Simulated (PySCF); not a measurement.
**A gas-phase reaction: H2SZn + Cl2 → ClHSZn + ClH**

Wanted: the reaction energy for `[SH][ZnH]` + `ClCl` → `[SH][Zn][Cl]` + `Cl`.

Programs: PySCF 2.14.0. All values are calculated, for the isolated system unless a continuum is named. Atoms count from 0, parts from 1.

## 1. Starting point

Each species was relaxed by itself at PBE0-D3(BJ)/def2-SVPD.

## 2. Reaction energy: wB97M-D3(BJ)/def2-TZVPD

Job settings and geometry (Å):

```
{"job": {"kind": "react", "xc": "wB97M-D3(BJ)", "basis": "def2-TZVPD"}, "charge": 0, "multiplicity": 1}
-1 H2SZn charge 0 multiplicity 1
S     -1.204040    -0.489860     0.743150
Zn     0.239260     0.296330    -0.707130
H     -0.261590    -0.654260     1.701350
H      1.226370     0.847800    -1.737380

-1 Cl2 charge 0 multiplicity 1
Cl     1.014650     0.003140     0.009480
Cl    -1.014720    -0.001910    -0.008340

+1 ClHSZn charge 0 multiplicity 1
S      0.154240     0.125650     1.623360
Zn     0.111300    -0.448070    -0.471920
Cl     0.080210    -1.033820    -2.510430
H     -0.345740     1.356240     1.358990

+1 ClH charge 0 multiplicity 1
Cl     0.644680     0.002970     0.007520
H     -0.643450    -0.001190    -0.007220
```

With the program's defaults for keys left out, this is: wB97M-D3(BJ)/def2-TZVPD reaction energy of separated species, gas phase.

On the command line:

```
OMP_NUM_THREADS=1 python cluster_run.py task.json out
```

This one command runs all jobs of the session in turn.

Log:

```text
species 1 (H2SZn)
coarse grid: 18704 points
cycle   1  E = -2178.8220235716  dE = -3.344e-01  |g| = 8.043e-01  |ddm| = 1.407e+00
cycle   2  E = -2178.7779904275  dE =  4.403e-02  |g| = 1.310e+00  |ddm| = 8.542e-01
cycle   3  E = -2178.8968749347  dE = -1.189e-01  |g| = 6.992e-02  |ddm| = 3.852e-01
cycle   4  E = -2178.8983767231  dE = -1.502e-03  |g| = 2.291e-02  |ddm| = 9.260e-02
cycle   5  E = -2178.8985440404  dE = -1.673e-04  |g| = 5.892e-03  |ddm| = 2.826e-02
cycle   6  E = -2178.8985616408  dE = -1.760e-05  |g| = 1.018e-03  |ddm| = 1.048e-02
cycle   7  E = -2178.8985625779  dE = -9.371e-07  |g| = 4.731e-04  |ddm| = 2.346e-03
final grid: 35528 points
cycle   8  E = -2178.8984453448  dE = -1.314e-07  |g| = 3.652e-04  |ddm| = 1.172e-03
cycle   9  E = -2178.8984453518  dE = -6.936e-09  |g| = 5.778e-04  |ddm| = 3.253e-04
cycle  10  E = -2178.8984453744  dE = -2.264e-08  |g| = 5.138e-05  |ddm| = 1.665e-04
cycle  11  E = -2178.8984453770  dE = -2.556e-09  |g| = 2.673e-05  |ddm| = 1.094e-04
cycle  12  E = -2178.8984453777  dE = -7.085e-10  |g| = 4.580e-06  |ddm| = 7.068e-05
converged SCF energy = -2178.8984453777

species 2 (Cl2)
coarse grid: 12632 points
cycle   1  E = -920.4762352937  dE =  6.387e-02  |g| = 2.472e-01  |ddm| = 1.180e+00
cycle   2  E = -920.4854151670  dE = -9.180e-03  |g| = 1.551e-01  |ddm| = 2.411e-01
cycle   3  E = -920.4902177775  dE = -4.803e-03  |g| = 1.247e-02  |ddm| = 9.692e-02
cycle   4  E = -920.4902871942  dE = -6.942e-05  |g| = 2.486e-03  |ddm| = 1.204e-02
cycle   5  E = -920.4902915500  dE = -4.356e-06  |g| = 2.987e-04  |ddm| = 3.875e-03
final grid: 23496 points
cycle   6  E = -920.4902475157  dE = -4.829e-08  |g| = 9.189e-05  |ddm| = 4.978e-04
cycle   7  E = -920.4902475192  dE = -3.537e-09  |g| = 4.800e-05  |ddm| = 1.125e-04
cycle   8  E = -920.4902475198  dE = -6.211e-10  |g| = 1.457e-05  |ddm| = 4.221e-05
converged SCF energy = -920.4902475198

species 3 (ClHSZn)
coarse grid: 22544 points
cycle   1  E = -2638.5356279574  dE = -2.028e-01  |g| = 8.726e-01  |ddm| = 1.661e+00
cycle   2  E = -2638.4834998251  dE =  5.213e-02  |g| = 1.429e+00  |ddm| = 1.109e+00
cycle   3  E = -2638.6327251347  dE = -1.492e-01  |g| = 8.829e-02  |ddm| = 4.847e-01
cycle   4  E = -2638.6349069007  dE = -2.182e-03  |g| = 2.451e-02  |ddm| = 1.163e-01
cycle   5  E = -2638.6351077834  dE = -2.009e-04  |g| = 5.945e-03  |ddm| = 2.774e-02
cycle   6  E = -2638.6351399095  dE = -3.213e-05  |g| = 1.594e-03  |ddm| = 1.559e-02
cycle   7  E = -2638.6351424453  dE = -2.536e-06  |g| = 6.995e-04  |ddm| = 4.242e-03
final grid: 41904 points
cycle   8  E = -2638.6350044651  dE = -2.230e-07  |g| = 6.570e-04  |ddm| = 1.540e-03
cycle   9  E = -2638.6350044622  dE =  2.831e-09  |g| = 1.079e-03  |ddm| = 5.692e-04
cycle  10  E = -2638.6350045400  dE = -7.780e-08  |g| = 7.517e-05  |ddm| = 3.135e-04
cycle  11  E = -2638.6350045457  dE = -5.666e-09  |g| = 4.066e-05  |ddm| = 1.825e-04
cycle  12  E = -2638.6350045473  dE = -1.608e-09  |g| = 5.644e-06  |ddm| = 1.297e-04
cycle  13  E = -2638.6350045473  dE = -1.683e-11  |g| = 1.820e-06  |ddm| = 9.426e-06
converged SCF energy = -2638.6350045473

species 4 (ClH)
coarse grid: 8792 points
cycle   1  E = -460.8503330779  dE = -8.165e-02  |g| = 2.169e-01  |ddm| = 7.239e-01
cycle   2  E = -460.8625126690  dE = -1.218e-02  |g| = 1.397e-01  |ddm| = 2.651e-01
cycle   3  E = -460.8670521204  dE = -4.539e-03  |g| = 1.358e-02  |ddm| = 9.818e-02
cycle   4  E = -460.8670932036  dE = -4.108e-05  |g| = 3.364e-03  |ddm| = 9.545e-03
cycle   5  E = -460.8670994521  dE = -6.248e-06  |g| = 8.516e-04  |ddm| = 3.915e-03
final grid: 17120 points
cycle   6  E = -460.8670681802  dE = -3.716e-07  |g| = 3.676e-04  |ddm| = 8.891e-04
cycle   7  E = -460.8670682264  dE = -4.627e-08  |g| = 1.618e-04  |ddm| = 3.981e-04
cycle   8  E = -460.8670682330  dE = -6.573e-09  |g| = 4.221e-05  |ddm| = 1.295e-04
cycle   9  E = -460.8670682343  dE = -1.314e-09  |g| = 3.974e-06  |ddm| = 6.531e-05
cycle  10  E = -460.8670682343  dE = -5.002e-12  |g| = 8.166e-07  |ddm| = 3.313e-06
converged SCF energy = -460.8670682343

Reaction energy = -71.184 kcal/mol
```

It took 12 s on 1 thread of Arm Neoverse V1, shared host; peak memory 0.55 GiB.

Species by species (with the dispersion term, which the log's SCF energies lack):

```tsv
ν	species	energy (Eh)	HOMO (eV)
-1	[SH][ZnH]	-2178.90104	-9.56
-1	ClCl	-920.49147	-11.18
+1	[SH][Zn][Cl]	-2638.63833	-10.03
+1	Cl	-460.86761	-11.93
```

## 3. Energies of the species: PBE0-D3(BJ)/def2-TZVPD

Same as in step 2 but for these lines:

```diff
@@ -1,2 +1,2 @@
-{"job": {"kind": "react", "xc": "wB97M-D3(BJ)", "basis": "def2-TZVPD"}, "charge": 0, "multiplicity": 1}
+{"job": {"kind": "react", "xc": "PBE0", "basis": "def2-TZVPD", "disp": "d3bj"}, "charge": 0, "multiplicity": 1}
 -1 H2SZn charge 0 multiplicity 1
```

Level: PBE0-D3(BJ)/def2-TZVPD reaction energy of separated species, gas phase.

Log:

```text
species 1 (H2SZn)
coarse grid: 18704 points
cycle   1  E = -2178.3434965899  dE = -3.051e-01  |g| = 9.361e-01  |ddm| = 1.504e+00
cycle   2  E = -2178.1555146175  dE =  1.880e-01  |g| = 1.835e+00  |ddm| = 1.319e+00
cycle   3  E = -2178.4318849268  dE = -2.764e-01  |g| = 8.029e-02  |ddm| = 7.672e-01
cycle   4  E = -2178.4329902137  dE = -1.105e-03  |g| = 2.813e-02  |ddm| = 1.070e-01
cycle   5  E = -2178.4332018469  dE = -2.116e-04  |g| = 4.694e-03  |ddm| = 2.734e-02
cycle   6  E = -2178.4332049847  dE = -3.138e-06  |g| = 6.681e-04  |ddm| = 4.484e-03
final grid: 35528 points
cycle   7  E = -2178.4331864727  dE = -6.484e-08  |g| = 6.308e-04  |ddm| = 1.375e-03
cycle   8  E = -2178.4331864335  dE =  3.929e-08  |g| = 7.505e-04  |ddm| = 1.408e-03
cycle   9  E = -2178.4331866121  dE = -1.786e-07  |g| = 1.422e-04  |ddm| = 7.868e-04
cycle  10  E = -2178.4331866138  dE = -1.719e-09  |g| = 4.038e-05  |ddm| = 6.071e-05
cycle  11  E = -2178.4331866139  dE = -1.396e-10  |g| = 3.860e-06  |ddm| = 1.820e-05
converged SCF energy = -2178.4331866139

species 2 (Cl2)
coarse grid: 3248 points
cycle   1  E = -920.0848701457  dE =  1.014e-01  |g| = 1.608e-01  |ddm| = 1.191e+00
cycle   2  E = -920.0872206201  dE = -2.350e-03  |g| = 8.738e-02  |ddm| = 1.235e-01
cycle   3  E = -920.0886034808  dE = -1.383e-03  |g| = 3.229e-02  |ddm| = 7.027e-02
cycle   4  E = -920.0888546119  dE = -2.511e-04  |g| = 5.427e-04  |ddm| = 2.039e-02
cycle   5  E = -920.0888547212  dE = -1.093e-07  |g| = 2.230e-04  |ddm| = 9.349e-04
final grid: 23496 points
cycle   6  E = -920.0901485450  dE = -8.697e-06  |g| = 2.709e-03  |ddm| = 7.420e-03
cycle   7  E = -920.0901489783  dE = -4.333e-07  |g| = 1.503e-03  |ddm| = 3.011e-03
cycle   8  E = -920.0901492173  dE = -2.390e-07  |g| = 1.101e-04  |ddm| = 1.207e-03
cycle   9  E = -920.0901492199  dE = -2.579e-09  |g| = 4.179e-05  |ddm| = 9.863e-05
cycle  10  E = -920.0901492203  dE = -3.986e-10  |g| = 3.006e-06  |ddm| = 2.417e-05
converged SCF energy = -920.0901492203

species 3 (ClHSZn)
coarse grid: 22544 points
cycle   1  E = -2637.8508930246  dE = -1.641e-01  |g| = 1.009e+00  |ddm| = 1.745e+00
cycle   2  E = -2637.6027703844  dE =  2.481e-01  |g| = 2.004e+00  |ddm| = 1.761e+00
cycle   3  E = -2637.9688658765  dE = -3.661e-01  |g| = 1.029e-01  |ddm| = 1.053e+00
cycle   4  E = -2637.9707869928  dE = -1.921e-03  |g| = 3.645e-02  |ddm| = 1.423e-01
cycle   5  E = -2637.9710842667  dE = -2.973e-04  |g| = 4.018e-03  |ddm| = 3.323e-02
cycle   6  E = -2637.9710859842  dE = -1.717e-06  |g| = 1.833e-03  |ddm| = 4.342e-03
final grid: 41904 points
cycle   7  E = -2637.9710695837  dE =  4.058e-07  |g| = 2.617e-03  |ddm| = 3.529e-03
cycle   8  E = -2637.9710678319  dE =  1.752e-06  |g| = 5.009e-03  |ddm| = 4.846e-03
cycle   9  E = -2637.9710708340  dE = -3.002e-06  |g| = 6.517e-04  |ddm| = 2.544e-03
cycle  10  E = -2637.9710709137  dE = -7.969e-08  |g| = 5.742e-05  |ddm| = 4.706e-04
cycle  11  E = -2637.9710709145  dE = -7.853e-10  |g| = 3.244e-06  |ddm| = 6.009e-05
converged SCF energy = -2637.9710709145

species 4 (ClH)
coarse grid: 2248 points
cycle   1  E = -460.6537838016  dE = -4.644e-02  |g| = 1.882e-01  |ddm| = 7.411e-01
cycle   2  E = -460.6558525227  dE = -2.069e-03  |g| = 1.902e-01  |ddm| = 3.151e-01
cycle   3  E = -460.6653814375  dE = -9.529e-03  |g| = 1.506e-02  |ddm| = 1.513e-01
cycle   4  E = -460.6654034947  dE = -2.206e-05  |g| = 2.693e-03  |ddm| = 7.323e-03
cycle   5  E = -460.6654050425  dE = -1.548e-06  |g| = 1.111e-03  |ddm| = 2.553e-03
final grid: 17120 points
cycle   6  E = -460.6658902950  dE = -4.429e-06  |g| = 2.164e-03  |ddm| = 7.337e-03
cycle   7  E = -460.6658903245  dE = -2.950e-08  |g| = 1.795e-03  |ddm| = 2.512e-03
cycle   8  E = -460.6658909421  dE = -6.177e-07  |g| = 1.533e-04  |ddm| = 1.363e-03
cycle   9  E = -460.6658909490  dE = -6.902e-09  |g| = 2.147e-05  |ddm| = 1.086e-04
cycle  10  E = -460.6658909491  dE = -1.014e-10  |g| = 4.934e-06  |ddm| = 1.681e-05
converged SCF energy = -460.6658909491

Reaction energy = -71.480 kcal/mol
```

It took 5.9 s on 1 thread of Arm Neoverse V1, shared host; peak memory 0.53 GiB.

Reaction energy at this level: -71.48 kcal/mol.

## 4. Reaction energy: MP2/def2-TZVPD

Same as in step 3 but for these lines:

```diff
@@ -1,2 +1,2 @@
-{"job": {"kind": "react", "xc": "PBE0", "basis": "def2-TZVPD", "disp": "d3bj"}, "charge": 0, "multiplicity": 1}
+{"job": {"kind": "react", "xc": "MP2", "basis": "def2-TZVPD"}, "charge": 0, "multiplicity": 1}
 -1 H2SZn charge 0 multiplicity 1
```

With the program's defaults for keys left out, this is: MP2/def2-TZVPD reaction energy of separated species, gas phase.

Log:

```text
species 1 (H2SZn)
final grid: 35528 points
cycle   1  E = -2176.4861811407  dE = -3.756e-01  |g| = 4.075e-01  |ddm| = 1.388e+00
cycle   2  E = -2176.5168507915  dE = -3.067e-02  |g| = 4.097e-01  |ddm| = 4.424e-01
cycle   3  E = -2176.5300728987  dE = -1.322e-02  |g| = 5.174e-02  |ddm| = 1.432e-01
cycle   4  E = -2176.5312032106  dE = -1.130e-03  |g| = 2.012e-02  |ddm| = 7.701e-02
cycle   5  E = -2176.5313904491  dE = -1.872e-04  |g| = 4.823e-03  |ddm| = 3.064e-02
cycle   6  E = -2176.5314045524  dE = -1.410e-05  |g| = 1.314e-03  |ddm| = 8.148e-03
cycle   7  E = -2176.5314062549  dE = -1.702e-06  |g| = 3.560e-04  |ddm| = 2.810e-03
cycle   8  E = -2176.5314063905  dE = -1.355e-07  |g| = 7.624e-05  |ddm| = 8.534e-04
cycle   9  E = -2176.5314063950  dE = -4.572e-09  |g| = 2.334e-05  |ddm| = 1.512e-04
cycle  10  E = -2176.5314063954  dE = -4.165e-10  |g| = 6.394e-06  |ddm| = 4.741e-05
converged SCF energy = -2176.5314063954

species 2 (Cl2)
final grid: 23496 points
cycle   1  E = -918.9653261390  dE =  6.010e-02  |g| = 2.590e-01  |ddm| = 1.186e+00
cycle   2  E = -918.9802781732  dE = -1.495e-02  |g| = 1.127e-01  |ddm| = 2.120e-01
cycle   3  E = -918.9828566216  dE = -2.578e-03  |g| = 1.988e-02  |ddm| = 7.487e-02
cycle   4  E = -918.9830774725  dE = -2.209e-04  |g| = 4.253e-03  |ddm| = 2.065e-02
cycle   5  E = -918.9830895785  dE = -1.211e-05  |g| = 7.297e-04  |ddm| = 5.118e-03
cycle   6  E = -918.9830897960  dE = -2.175e-07  |g| = 1.518e-04  |ddm| = 6.808e-04
cycle   7  E = -918.9830898053  dE = -9.234e-09  |g| = 2.307e-05  |ddm| = 1.886e-04
cycle   8  E = -918.9830898055  dE = -2.524e-10  |g| = 2.990e-06  |ddm| = 4.639e-05
converged SCF energy = -918.9830898055

species 3 (ClHSZn)
final grid: 41904 points
cycle   1  E = -2635.4860257370  dE = -2.445e-01  |g| = 4.734e-01  |ddm| = 1.630e+00
cycle   2  E = -2635.5227110965  dE = -3.669e-02  |g| = 4.797e-01  |ddm| = 5.539e-01
cycle   3  E = -2635.5416961191  dE = -1.899e-02  |g| = 5.780e-02  |ddm| = 1.772e-01
cycle   4  E = -2635.5429082754  dE = -1.212e-03  |g| = 2.188e-02  |ddm| = 7.593e-02
cycle   5  E = -2635.5431673513  dE = -2.591e-04  |g| = 5.968e-03  |ddm| = 3.419e-02
cycle   6  E = -2635.5431976113  dE = -3.026e-05  |g| = 1.670e-03  |ddm| = 1.247e-02
cycle   7  E = -2635.5432004414  dE = -2.830e-06  |g| = 4.961e-04  |ddm| = 3.817e-03
cycle   8  E = -2635.5432006619  dE = -2.205e-07  |g| = 1.173e-04  |ddm| = 1.145e-03
cycle   9  E = -2635.5432006757  dE = -1.377e-08  |g| = 3.907e-05  |ddm| = 2.550e-04
cycle  10  E = -2635.5432006773  dE = -1.647e-09  |g| = 9.750e-06  |ddm| = 1.088e-04
cycle  11  E = -2635.5432006774  dE = -8.913e-11  |g| = 3.043e-06  |ddm| = 2.366e-05
converged SCF energy = -2635.5432006774

species 4 (ClH)
final grid: 17120 points
cycle   1  E = -460.0817349104  dE = -1.009e-01  |g| = 2.132e-01  |ddm| = 7.101e-01
cycle   2  E = -460.0969050327  dE = -1.517e-02  |g| = 8.401e-02  |ddm| = 2.053e-01
cycle   3  E = -460.0986384175  dE = -1.733e-03  |g| = 1.826e-02  |ddm| = 5.472e-02
cycle   4  E = -460.0988469846  dE = -2.086e-04  |g| = 6.315e-03  |ddm| = 1.638e-02
cycle   5  E = -460.0988769846  dE = -3.000e-05  |g| = 1.289e-03  |ddm| = 7.398e-03
cycle   6  E = -460.0988782007  dE = -1.216e-06  |g| = 2.808e-04  |ddm| = 1.659e-03
cycle   7  E = -460.0988782539  dE = -5.326e-08  |g| = 4.150e-05  |ddm| = 4.895e-04
cycle   8  E = -460.0988782547  dE = -7.327e-10  |g| = 7.806e-06  |ddm| = 6.177e-05
converged SCF energy = -460.0988782547

Reaction energy = -76.213 kcal/mol
```

It took 3.2 s on 1 thread of Arm Neoverse V1, shared host; peak memory 0.41 GiB.

Reaction energy at this level: -76.21 kcal/mol.

## 5. Side by side

Energies in kcal/mol, with wall time:

```tsv
run	reaction	time
wB97M-D3(BJ)/def2-TZVPD	-71.18	12 s
PBE0-D3(BJ)/def2-TZVPD	-71.48	5.9 s
MP2/def2-TZVPD	-76.21	3.2 s
```

## 6. Summary of results

| quantity | value |
| --- | --- |
| reaction energy (wB97M-D3(BJ)/def2-TZVPD) | -71.18 kcal/mol |
| ΔH, ΔG at 298 K (xTB thermal terms) | -70.2, -70.2 kcal/mol |
| range of the reaction energy over the runs of this table | -76.21 to -71.18 kcal/mol |

**Reading.** The reaction is exothermic by 70.2 kcal/mol in the gas phase; dispersion gives -0.04, and xTB itself gave -32.44 for the electronic energy (xTB energies and thermal terms come from the earlier relaxation of each species, not shown). No barrier was sought. xTB and this level differ widely in the electronic energy, so what comes from xTB (the thermal terms above all) is less safe here. The reaction energy runs from -76.21 (MP2/def2-TZVPD) to -71.18 kcal/mol (wB97M-D3(BJ)/def2-TZVPD).
